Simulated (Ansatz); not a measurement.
# SrMn2As2: the cost of one run

Method: DFT LDA, scalar-relativistic, plane waves, PAW, in Ansatz 0.2.0.

### 1 The starting structure

The structure is trigonal, space group P-3m1 (No. 164). Conventional cell: a = 3.863 Å, b = 3.863 Å, c = 7.190 Å, α = 90.00°, β = 90.00°, γ = 120.00°. Sr (site symmetry -3m) has 6 As at 3.03 Å as nearest neighbours. Mn (site symmetry 3m) is surrounded by 4 As at 2.31 to 2.36 Å. As (site symmetry 3m) is surrounded by 4 Mn at 2.31 to 2.36 Å and 3 Sr at 3.03 Å.

Structure file:

```
Sr Mn As
1.0
     3.86339    0.00000    0.00000
    -1.93169    3.34579    0.00000
     0.00000    0.00000    7.19008
Sr Mn As
1 2 2
Direct
  0.00000 0.00000 0.00000
  0.66667 0.33333 0.39302
  0.33333 0.66667 0.60698
  0.66667 0.33333 0.71474
  0.33333 0.66667 0.28526
```

This cell comes from an earlier session at LDA: 18.588 Å³/atom at 0.02 GPa, on a 12×12×6 mesh.

### 2 Antiferromagnetic, in the cell as typed

Input file input.yaml:

```yaml
crystal:
  lattice:
    - [3.8633888998, 0.0, 0.0]
    - [-1.9316944499, 3.3457929319, 0.0]
    - [0.0, 0.0, 7.1900836112]
  atoms:
    - { symbol: Sr, position: [0.0, 0.0, 0.0] }
    - { symbol: Mn, position: [0.6666666667, 0.3333333333, 0.393019058], spin: 3.5 }
    - { symbol: Mn, position: [0.3333333333, 0.6666666667, 0.606980942], spin: -3.5 }
    - { symbol: As, position: [0.6666666667, 0.3333333333, 0.7147360456] }
    - { symbol: As, position: [0.3333333333, 0.6666666667, 0.2852639544] }
basis:
  ecutwfc: 420
  ecutrho_ratio: 4
kpoints:
  mp_grid: { grid: [12, 12, 6] }
hamiltonian:
  xc: lda
scf:
  occupations: { method: gaussian, width: 0.05 }
  lower_state_search: "off"
output:
  forces: true
  stress: true
  eigenvalues: true
  populations: true
magnetization:
  spin_polarized: true
```

Command:

```console
> ansatz run input.yaml --threads 4 --pin off --max-ram 10240MiB --backend cpu --events-out ev --progress --plain --runs-dir out
```

Q: Estimate wall time and peak memory on 4 threads of Arm Neoverse N1, shared host.

About 66 s, with a peak of 0.86 GiB.
